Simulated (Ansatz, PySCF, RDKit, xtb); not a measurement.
# Which structure has the formula CH5GeS−?

Only the formula CH5GeS− is given (charge -1). Aim: find the structure of lowest free energy at 298.15 K, then its properties.

The funnel: GFN2-xTB relaxations, single points with a density functional, relaxations at r2SCAN-D4/def2-SVPD, harmonic vibrations, and a last energy at a higher level. All values are calculated.

7 further runs of the same task are left out: 7 set aside as unsound or not needed.

## Step 1: Candidates

All bonding patterns within simple valence rules are listed by program: one Lewis structure each, at most two rings and one unusual centre or charged pair. O–O, O–halogen and N–halogen bonds and N–N–N chains are not drawn. That gives 13 candidates.

```csv
label,SMILES,spin
c047,S[CH2][GeH2-],singlet
c284,[CH3][GeH-][SH],singlet
c351,C[SH]=[GeH-],singlet
c353,[CH2-][GeH2][SH],singlet
c411,C[S][GeH2-],singlet
c478,S[CH-][GeH3],singlet
c508,[CH-]=[SH][GeH3],singlet
c533,[SH2+][CH-][GeH2-],singlet
c567,C=[SH][GeH2-],singlet
c587,[CH2-][GeH-][SH2+],singlet
c657,[S-][CH2][GeH3],singlet
c809,[CH2-][S][GeH3],singlet
c871,[CH3][GeH2][S-],singlet
```

Candidates are built by distance geometry, with a force field where one applies, in up to four conformers (letters a to d). 6 starts with atoms placed at random are added, to find patterns that the rules miss.

Q: Predict the outcome of this search (final energies at CCSD(T)/def2-SVPD + MP2/def2-TZVPPD - MP2/def2-SVPD).

| quantity | value |
| --- | --- |
| lowest structure found | [CH3][GeH2][S-], singlet, Cs |
| next finalist | [CH3][GeH-][SH], singlet, 12.8 kcal/mol higher in G |
| share at equilibrium, among the finalists | 100.0 % |
| harmonic wavenumbers, lowest and highest (r2SCAN-D4/def2-SVPD) | 146 and 3124 cm⁻¹ |
| rotational constants, same geometry | 0.4075, 0.1101, 0.091 cm⁻¹ |
| HOMO energy (PBE0/def2-TZVPD) | -0.92 eV |
| LUMO energy (PBE0/def2-TZVPD) | 3.79 eV |
| HOMO–LUMO gap (to an unbound level, set by the basis) (PBE0/def2-TZVPD) | 4.71 eV |
| lowest excitation (TD-CAM-B3LYP/def2-SVPD) | 4.50 eV (f = 0.001) |
| strongest of the states computed, same level | 4.65 eV (f = 0.096) |
| lowest triplet excitation, same level, Tamm-Dancoff | 4.22 eV |
| vertical detachment energy | 2.80 eV |
| vertical triplet less singlet | +3.78 eV |

The search ends on `[CH3][GeH2][S-]`. Among the finalists first place is clear (12.8 kcal/mol); structures outside the list aren't covered. GFN2-xTB, HF/STO-3G, r2SCAN-D4/def2-SVPD, r2SCAN-D4/def2-SVPD, relaxed, HF/def2-SVPD and MP2/def2-SVPD already put its bonding pattern lowest among the structures in one piece. In an anion, excitations above the detachment energy lie in the continuum and hang on the basis, so they needn't be bound states. The search is not exhaustive (a finite list of starts, one conformer a finalist), so a lower isomer can't be ruled out. Patterns outside the rules of the enumeration were met only by chance.
